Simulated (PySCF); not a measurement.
**CrF4: relaxation and vibrations of the singlet**

Where does singlet CrF4 go from a square planar start, is the end point a minimum, and what are its modes, charges and moments?

The runs use PySCF 2.14.0; PBE0, basis Cr def2-SVP, F def2-SVP, no relativity, density fitting.

**1. Where the work starts**

5 atoms, charge 0, spin multiplicity 1.

Bond lengths: Cr1–F2 1.860 Å, Cr1–F3 1.860 Å, Cr1–F4 1.860 Å, Cr1–F5 1.860 Å. Angles: F2–Cr1–F3 90.0°, F2–Cr1–F4 180.0°, F2–Cr1–F5 90.0°, F3–Cr1–F4 90.0°, F3–Cr1–F5 180.0°, F4–Cr1–F5 90.0°.

Coordinates in bohr (charge 0 multiplicity 1):
```
Cr    0.0000    0.0000    0.0000
F     3.5149    0.0000    0.0000
F     0.0000    3.5149    0.0000
F    -3.5149    0.0000    0.0000
F     0.0000   -3.5149    0.0000
```

**2. Finding the electronic state**

The steps below are one call of a driver around PySCF. For each, scf.py gives the equivalent set-up of the SCF; relaxations use the driver's own optimiser. After this first run the driver tries any further starts and a stability analysis.

Input file scf.py:

```python
from pyscf import gto, scf, dft
mol = gto.M(atom='''
Cr     0.000000     0.000000     0.000000
F      1.860000     0.000000     0.000000
F      0.000000     1.860000     0.000000
F     -1.860000     0.000000     0.000000
F     -0.000000    -1.860000     0.000000''',
    basis={'Cr': 'def2-SVP', 'F': 'def2-SVP'},
    charge=0, spin=0)
mf = dft.RKS(mol, xc='PBE0')
mf.grids.atom_grid = (50, 194)
aux = {'Cr': 'def2-universal-JKFIT', 'F': 'def2-universal-JKFIT'}
mf = mf.density_fit(auxbasis=aux)
mf.conv_tol = 1e-08
mf.diis_space = 10
mf.max_cycle = 60
mf.init_guess = 'minao'
mf.verbose = 4
mf.kernel()
```

Launch:

```sh
> OMP_NUM_THREADS=2 python axn.py task.json out
```

The program printed:

```text
init E= -1442.27904396808
  HOMO = -0.327179678144379  LUMO = -0.32521116841728  gap/eV = 0.05357
cycle= 1 E= -1442.30539654666  delta_E= -0.0264  |g|= 1.39  |ddm|= 2.72
  HOMO = -0.330344482956683  LUMO = -0.328398104032256  gap/eV = 0.05296
cycle= 2 E= -1427.18077652402  delta_E= 15.1  |g|= 6.71  |ddm|= 5.02
  HOMO = -0.364287831990295  LUMO = -0.242597958200596  gap/eV = 3.31135
cycle= 3 E= -1442.71910651042  delta_E= -15.5  |g|= 0.364  |ddm|= 4.73
  HOMO = -0.449893025676615  LUMO = -0.346093578042693  gap/eV = 2.82453
cycle= 4 E= -1442.54715515546  delta_E= 0.172  |g|= 1.02  |ddm|= 0.702
  HOMO = -0.417947384253479  LUMO = -0.288850117890521  gap/eV = 3.51292
cycle= 5 E= -1442.73466851134  delta_E= -0.188  |g|= 0.22  |ddm|= 0.405
  HOMO = -0.40180990848335  LUMO = -0.269783670649306  gap/eV = 3.59262
cycle= 6 E= -1442.74475164044  delta_E= -0.0101  |g|= 0.00254  |ddm|= 0.12
  HOMO = -0.401640196489574  LUMO = -0.269378847968228  gap/eV = 3.59901
cycle= 7 E= -1442.74475185254  delta_E= -2.12e-07  |g|= 0.00309  |ddm|= 0.00431
  HOMO = -0.401775070302532  LUMO = -0.269483092973362  gap/eV = 3.59985
cycle= 8 E= -1442.74475359003  delta_E= -1.74e-06  |g|= 0.00109  |ddm|= 0.00113
  HOMO = -0.401854065151288  LUMO = -0.269544226053443  gap/eV = 3.60033
cycle= 9 E= -1442.74475383566  delta_E= -2.46e-07  |g|= 2e-05  |ddm|= 0.00061
  HOMO = -0.401856805017126  LUMO = -0.269544589413844  gap/eV = 3.60040
cycle= 10 E= -1442.74475383579  delta_E= -1.36e-10  |g|= 4.04e-06  |ddm|= 2.88e-05
  HOMO = -0.401855437801619  LUMO = -0.269543140759826  gap/eV = 3.60040
Extra cycle  E= -1442.74475383572  delta_E= 7.48e-11  |g|= 2.17e-05  |ddm|= 1.41e-05
converged SCF energy = -1442.74475383572
```

This step, with its further starts and checks, ran for 25 s (2 threads of Intel Xeon at 2.50GHz (Skylake/Cascade Lake), shared host).

The starts that the driver tried:

```csv
start,energy (Eh)
the minimal-basis guess,-1442.744754
a thermally smeared density,-1442.715778
a smeared PBE density,-1442.744754
```

No lower closed-shell solution turned up from the other starts or in the test of internal stability.

**3. Square planar start, singlet: relaxation**

The program finds D4h symmetry in the start, which this walk keeps.

scf.py, as its differences from that of step 2:

```diff
@@ -7 +7 @@
-F     -0.000000    -1.860000     0.000000''',
+F      0.000000    -1.860000     0.000000''',
@@ -17 +16,0 @@
-mf.init_guess = 'minao'
```

The optimiser's trace:

```csv
step,energy (Eh),change (kJ/mol),largest symmetric gradient (Eh/bohr)
0,-1442.744754,0.00,0.07269
1,-1442.794744,-131.25,0.02690
2,-1442.797471,-138.41,0.01974
3,-1442.799278,-143.15,0.00230
4,-1442.799306,-143.23,0.00019
5,-1442.799306,-143.23,0.00000
```

The walk took 26 s.

It settles in D4h symmetry, 143.2 kJ/mol below the start, after 5 steps: Cr–F 1.693 Å (×4); F–Cr–F 90.0° (×4), F–Cr–F 180.0° (×2).

**4. Hessian and properties**

The point is checked on the finer grid, and tightened if its gradient asks for it. The Hessian and the dipole derivatives come from central differences of analytic gradients, with steps of 0.02 bohr.

scf.py, as its differences from that of step 3:

```diff
@@ -3,5 +3,5 @@
-Cr     0.000000     0.000000     0.000000
-F      1.860000     0.000000     0.000000
-F      0.000000     1.860000     0.000000
-F     -1.860000     0.000000     0.000000
-F      0.000000    -1.860000     0.000000''',
+Cr    -0.000000     0.000000     0.000000
+F      1.692673     0.000000     0.000000
+F      0.000000     1.692673     0.000000
+F     -1.692673    -0.000000     0.000000
+F     -0.000000    -1.692673     0.000000''',
@@ -11 +11 @@
-mf.grids.atom_grid = (50, 194)
+mf.grids.atom_grid = (75, 302)
@@ -14 +14 @@
-mf.conv_tol = 1e-08
+mf.conv_tol = 1e-10
```

This SCF starts from the last density.

SCF at the final geometry:

```text
init E= -1442.79884026865
  HOMO = -0.366547319021943  LUMO = -0.221475969904252  gap/eV = 3.94759
cycle= 1 E= -1442.79884026851  delta_E= 1.33e-10  |g|= 2.84e-05  |ddm|= 2.44e-05
  HOMO = -0.366543481035172  LUMO = -0.221472352518757  gap/eV = 3.94759
cycle= 2 E= -1442.79884026742  delta_E= 1.09e-09  |g|= 8.13e-05  |ddm|= 6.61e-05
  HOMO = -0.366547755724481  LUMO = -0.221476475172522  gap/eV = 3.94759
cycle= 3 E= -1442.79884026862  delta_E= -1.2e-09  |g|= 1.59e-05  |ddm|= 5.03e-05
  HOMO = -0.366546717908229  LUMO = -0.221475460234696  gap/eV = 3.94759
cycle= 4 E= -1442.79884026868  delta_E= -5.64e-11  |g|= 1.21e-06  |ddm|= 8.68e-06
  HOMO = -0.366546661374  LUMO = -0.22147538521706  gap/eV = 3.94759
Extra cycle  E= -1442.79884026868  delta_E= 2.05e-12  |g|= 3e-06  |ddm|= 2.69e-06
converged SCF energy = -1442.79884026868
```

The whole step took 52 s.

Geometry: D4h; Cr–F 1.693 Å (×4); F–Cr–F 90.0° (×4), F–Cr–F 180.0° (×2).

Harmonic modes (main isotopes):

```tsv
symmetry	ω (cm⁻¹)	IR (km/mol)	type
b2u	208i	0.0	bend
a2u	12	36.8	bend
eu	269	39.8	bend
b2g	366	0.0	bend
b1g	599	0.0	stretch
a1g	730	0.0	stretch
eu	815	560	stretch
```

1 mode is imaginary, the largest at 208i cm⁻¹: a saddle point, not a minimum.

Properties at this point:

- Dipole moment: 0.00 D
- Highest occupied level: -9.97 eV
- Lowest empty level: -6.03 eV
- Rotational constants: 0.1548, 0.1548, 0.07742 cm⁻¹
- Zero-point energy (real modes): 23.2 kJ/mol
- Principal polarisabilities: 16.9, 34.3, 34.3 bohr³
- Atomisation energy without zero-point energy: 1373 kJ/mol
- Principal traceless quadrupole moments about the centre of mass: -3.43, -3.43, 6.87 D Å

Populations by atom (charges in e):

```
    atom  Mulliken  Löwdin  polar tensor  Mayer order to Cr1
     Cr1      1.27    0.42          2.30                   –
F2,3,4,5     -0.32   -0.10         -0.57                1.03
```

Mulliken populations on Cr1: s 6.27, p 12.37, d 4.08, f 0.02.

**5. Downhill along the imaginary mode**

The atoms are moved a little along the softest imaginary mode and relaxed again.

The program finds D2d symmetry in the start, which this walk keeps. Threshold on the gradient: 0.0003 Eh/bohr, with a further test on the energy change.

scf.py, as its differences from that of step 4:

```diff
@@ -3,5 +3,5 @@
-Cr    -0.000000     0.000000     0.000000
-F      1.692673     0.000000     0.000000
-F      0.000000     1.692673     0.000000
-F     -1.692673    -0.000000     0.000000
-F     -0.000000    -1.692673     0.000000''',
+Cr     0.000000     0.000000    -0.000000
+F      1.692673    -0.000000    -0.120000
+F      0.000000     1.692673     0.120000
+F     -1.692673     0.000000    -0.120000
+F     -0.000000    -1.692673     0.120000''',
@@ -11 +11 @@
-mf.grids.atom_grid = (75, 302)
+mf.grids.atom_grid = (50, 194)
@@ -14 +14 @@
-mf.conv_tol = 1e-10
+mf.conv_tol = 1e-08
```

Steps of the walk:

```csv
step,energy (Eh),change (kJ/mol),largest symmetric gradient (Eh/bohr)
0,-1442.801921,0.00,0.00566
1,-1442.805448,-9.26,0.00892
2,-1442.812364,-27.42,0.01124
3,-1442.822236,-53.34,0.01113
4,-1442.831670,-78.11,0.01433
5,-1442.847576,-119.87,0.01109
6,-1442.851452,-130.04,0.00351
7,-1442.851475,-130.10,0.00272
8,-1442.851529,-130.25,0.00005
```

The walk took 47 s.

It settles in D2d symmetry, 130.2 kJ/mol below the start, after 8 steps: Cr–F 1.679 Å (×4); F–Cr–F 102.8° (×4), F–Cr–F 123.8° (×2).

**6. Vibrations and properties at this point**

The same treatment as at the point before.

scf.py, as its differences from that of step 5:

```diff
@@ -3,5 +3,5 @@
-Cr     0.000000     0.000000    -0.000000
-F      1.692673    -0.000000    -0.120000
-F      0.000000     1.692673     0.120000
-F     -1.692673     0.000000    -0.120000
-F     -0.000000    -1.692673     0.120000''',
+Cr    -0.000000    -0.000000    -0.000000
+F      1.484646    -0.000000    -0.784267
+F     -0.000000     1.484646     0.784267
+F     -1.484646    -0.000000    -0.784267
+F     -0.000000    -1.484646     0.784267''',
@@ -11 +11 @@
-mf.grids.atom_grid = (50, 194)
+mf.grids.atom_grid = (75, 302)
@@ -14 +14 @@
-mf.conv_tol = 1e-08
+mf.conv_tol = 1e-10
```

Log of the central SCF (cycles and frontier levels):

```text
init E= -1442.85118994315
  HOMO = -0.310158972851681  LUMO = -0.200316142568367  gap/eV = 2.98898
cycle= 1 E= -1442.85118994279  delta_E= 3.51e-10  |g|= 4.89e-05  |ddm|= 4.38e-05
  HOMO = -0.310153523756045  LUMO = -0.200310476035426  gap/eV = 2.98898
cycle= 2 E= -1442.85118994049  delta_E= 2.3e-09  |g|= 0.000122  |ddm|= 0.000106
  HOMO = -0.310158955424405  LUMO = -0.200316129907519  gap/eV = 2.98898
cycle= 3 E= -1442.85118994315  delta_E= -2.66e-09  |g|= 1.97e-05  |ddm|= 7.64e-05
  HOMO = -0.310157704239863  LUMO = -0.200314827865804  gap/eV = 2.98898
cycle= 4 E= -1442.85118994322  delta_E= -6.96e-11  |g|= 2.59e-07  |ddm|= 1.05e-05
  HOMO = -0.310157770641467  LUMO = -0.200314897785419  gap/eV = 2.98898
Extra cycle  E= -1442.85118994323  delta_E= -6.59e-12  |g|= 6.2e-07  |ddm|= 5.38e-07
converged SCF energy = -1442.85118994323
```

The whole step ran for 85 s (2 threads of Intel Xeon at 2.50GHz (Skylake/Cascade Lake), shared host).

Geometry: D2d; Cr–F 1.679 Å (×4); F–Cr–F 102.6° (×4), F–Cr–F 124.3° (×2).

Modes, for the most abundant isotopes:

```tsv
symmetry	ω (cm⁻¹)	IR (km/mol)	μ (u)
b1	144	0.0	19.00
b2	164	44.7	25.09
a1	183	0.0	19.00
e	227	31.4	22.01
b2	729	150	21.94
a1	754	0.0	19.00
e	859	382	24.99
```

All wavenumbers are real: a minimum.

Constants and moments:

* Dipole moment: 0.00 D
* Highest occupied level: -8.44 eV
* Lowest empty level: -5.45 eV
* Rotational constants: 0.1292, 0.1292, 0.1006 cm⁻¹
* Zero-point energy: 24.8 kJ/mol
* Principal polarisabilities: 22.9, 27.3, 27.3 bohr³
* Atomisation energy without zero-point energy: 1510 kJ/mol
* Principal traceless quadrupole moments about the centre of mass: -0.99, -0.99, 1.97 D Å
* Entropy at 298.15 K and 1 bar: 319.3 J/(mol K)
* Heat capacity Cp at 298.15 K: 83.0 J/(mol K)
* Enthalpy at 298.15 K above 0 K: 18.38 kJ/mol
* Rotational symmetry number: 4

Charges (e) and bond orders:

| atom | Mulliken | Löwdin | polar tensor | Mayer order to Cr1 |
| --- | --- | --- | --- | --- |
| Cr1 | 1.34 | 0.43 | 2.34 | – |
| F2,3,4,5 | -0.34 | -0.11 | -0.59 | 1.02 |

Outer orbital energies (eV). occupied: -13.66, -13.38, -13.38, -13.19, -12.54, -12.54, -12.38, -8.44; empty: -5.45, -3.66, -3.66, -3.49.

Mulliken populations on Cr1: s 6.15, p 12.41, d 4.08, f 0.02.

**7. Stability of the closed shell**

At the lowest minimum the closed shell is tested against spin polarisation, on the (50, 194) grid. It is unstable: an open-shell solution lies lower. That solution was not followed to a minimum here.

**8. All stationary points**

| spin | group | bonds | imaginary modes (cm⁻¹) | ΔE (kJ/mol) | with zero-point energy |
| --- | --- | --- | --- | --- | --- |
| singlet | D2d | Cr–F 1.679 Å (×4) | none | 0.0 | 0.0 |
| singlet | D4h | Cr–F 1.693 Å (×4) | 208i | 137.4 | – |

**9. Outcome**

```
                            quantity                                                               value
                             minimum     singlet, D2d (closed shell, unstable towards spin polarisation)
                            geometry           Cr–F 1.679 Å (×4); F–Cr–F 102.6° (×4), F–Cr–F 124.3° (×2)
                  wavenumbers (cm⁻¹)  144 (b1), 164 (b2), 183 (a1), 227 (e), 729 (b2), 754 (a1), 859 (e)
                       dipole moment                                                              0.00 D
highest occupied, lowest empty level                                                     -8.44, -5.45 eV
          polar-tensor charge of Cr1                                                             +2.34 e
                   zero-point energy                                                         24.8 kJ/mol
```

**Reading.** The square planar start (D4h) ends in a minimum of D2d symmetry, after a stop at a saddle point 137.4 kJ/mol higher, from which it was pushed off along an imaginary mode. In the infrared the band at 859 cm⁻¹ (e, stretch) leads. Cr1 has a polar-tensor charge of +2.3 e (a dipole derivative, not a static charge), yet symmetry cancels the bond dipoles. Other starts or spin states, not run here, may lie lower. The closed shell proved unstable towards spin polarisation, so a lower open-shell solution exists.

The search up to here took 4 min.
